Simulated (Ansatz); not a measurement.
# InH2+ (triplet): RPA-PBE over a scan of the distance In1–H2, def2-TZVPP

Aim: run InH2+ (triplet) with these functionals over a scan of the distance In1–H2, and hold them against the top wave-function level at the same points.

The runs use Ansatz 0.2.0, Gaussian basis; def2-TZVPP, all electrons in the functionals, frozen cores in the correlation of double hybrids and RPA.

Plan: RPA-PBE, at 1.553 Å; 1.735 Å; 1.966 Å; 2.173 Å; 2.436 Å; 2.692 Å; 3.096 Å; 3.615 Å; 4.288 Å; 5.216 Å; 6.578 Å.

21 further runs of the same task are left out: 15 that didn't finish, 6 set aside as unsound or not needed.

## 1. The geometry

The geometry derives from a PBE0/def2-TZVP stationary point (not a proven minimum). One bond is set to the value named and the two fragments are kept rigid. No spin-orbit coupling is included. Elements past krypton take def2 core potentials.

3 atoms, charge 1, spin multiplicity 3.

Atoms are counted from 1 here; the program's logs count them from 0.

Bond lengths: In1–H2 1.966 Å, In1–H3 1.966 Å. Angles: H2–In1–H3 71.1°.

No dispersion term is added.

The geometry shown and the zero of energy belong to the point 1.966 Å. The yardstick, FCI, and other wave-function levels (R restricted, U unrestricted, valence and pair active spaces) come from earlier runs.

## 2. RPA-PBE, 1.553 Å

in.yaml

```yaml
crystal:
  periodic: [false, false, false]
  atoms:
    - {symbol: In, position_ang: [0.000000, 0.002073, -0.024702]}
    - {symbol: H, position_ang: [0.000000, 0.905032, 1.238814]}
    - {symbol: H, position_ang: [0.000000, -1.141220, 1.575116]}
basis:
  gaussian: {orbitals: def2-TZVPP}
total_charge: 1
magnetization: {spin_polarized: true, initial_magnetization: 2}
hamiltonian: {xc: {name: PBE}}
correlation: {method: rpa, electrons: outside_noble_gas}
```

On the command line:

```
ansatz run in.yaml --threads 1 --pin off --events-out ev --progress --plain --max-ram 2393MiB
```

The runs that follow: RPA-PBE, 1.735 Å; RPA-PBE, 1.966 Å; RPA-PBE, 2.173 Å; RPA-PBE, 2.436 Å; RPA-PBE, 2.692 Å; RPA-PBE, 3.096 Å; RPA-PBE, 3.615 Å; RPA-PBE, 4.288 Å; RPA-PBE, 5.216 Å; RPA-PBE, 6.578 Å.

**Question.** What will the summary of the whole plan be? Wanted: span of the FCI curve; largest miss, RPA-PBE.

The runs gave:

| quantity | value |
| --- | --- |
| span of the FCI curve | 13.3 kcal/mol |
| largest miss, RPA-PBE | -1.5 kcal/mol (6.578 Å) |

RPA-PBE strays by up to 1.5 kcal/mol, at 6.578 Å. Functionals and the yardstick converge differently with the basis, so part of each miss in def2-TZVPP is the basis.
